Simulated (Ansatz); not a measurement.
# BFH4O2Si: the cost of one run

Method: RKS BHLYP/def2-SVP, in Ansatz 0.2.0.

## (1) The structure to begin with

Bond lengths: O1–B2 1.499 Å, B2–Si3 1.941 Å, Si3–O4 1.821 Å, Si3–F5 1.672 Å, O1–H6 0.978 Å, B2–H7 1.168 Å, Si3–H8 1.434 Å, O4–H9 0.944 Å. Angles: O1–B2–Si3 118.7°, O1–B2–H7 121.7°, Si3–B2–H7 119.6°, B2–O1–H6 102.8°, B2–Si3–O4 107.7°, B2–Si3–F5 110.9°, B2–Si3–H8 110.0°, O4–Si3–F5 108.9°, O4–Si3–H8 107.5°, F5–Si3–H8 111.6°, Si3–O4–H9 99.9°.

Coordinates:

```xyz
9

O    -0.1118    0.3296    2.1470
B    -0.6482    0.7050    0.7981
Si   -0.2337   -0.4307   -0.7205
O     1.5782   -0.4842   -0.8940
F    -0.8948    0.1869   -2.1269
H     0.7113    0.8548    2.2070
H    -1.2863    1.6699    0.6387
H    -0.6815   -1.7692   -0.4691
H     1.6551   -1.1085   -1.5975
```

## (2) Relaxing end A

input.yaml

```yaml
crystal:
  periodic: [false, false, false]
  atoms:
    - { symbol: O, position_ang: [-0.1118, 0.3296, 2.147] }
    - { symbol: B, position_ang: [-0.6482, 0.705, 0.7981] }
    - { symbol: Si, position_ang: [-0.2337, -0.4307, -0.7205] }
    - { symbol: O, position_ang: [1.5782, -0.4842, -0.894] }
    - { symbol: F, position_ang: [-0.8948, 0.1869, -2.1269] }
    - { symbol: H, position_ang: [0.7113, 0.8548, 2.207] }
    - { symbol: H, position_ang: [-1.2863, 1.6699, 0.6387] }
    - { symbol: H, position_ang: [-0.6815, -1.7692, -0.4691] }
    - { symbol: H, position_ang: [1.6551, -1.1085, -1.5975] }
basis:
  gaussian: { orbitals: def2-SVP }
hamiltonian:
  xc: { name: BHLYP }
relax:
  f_tol: 0.015
  max_steps: 40
```

The run is started by

```bash
ansatz run input.yaml --threads 2 --pin off --max-ram 3072MiB --backend cpu --events-out ev --progress --plain --runs-dir out
```

What time and memory should one allow on 2 threads of Intel Xeon Platinum 8488C (Sapphire Rapids), shared host?

About 28 s, with a peak of 0.2 GiB.
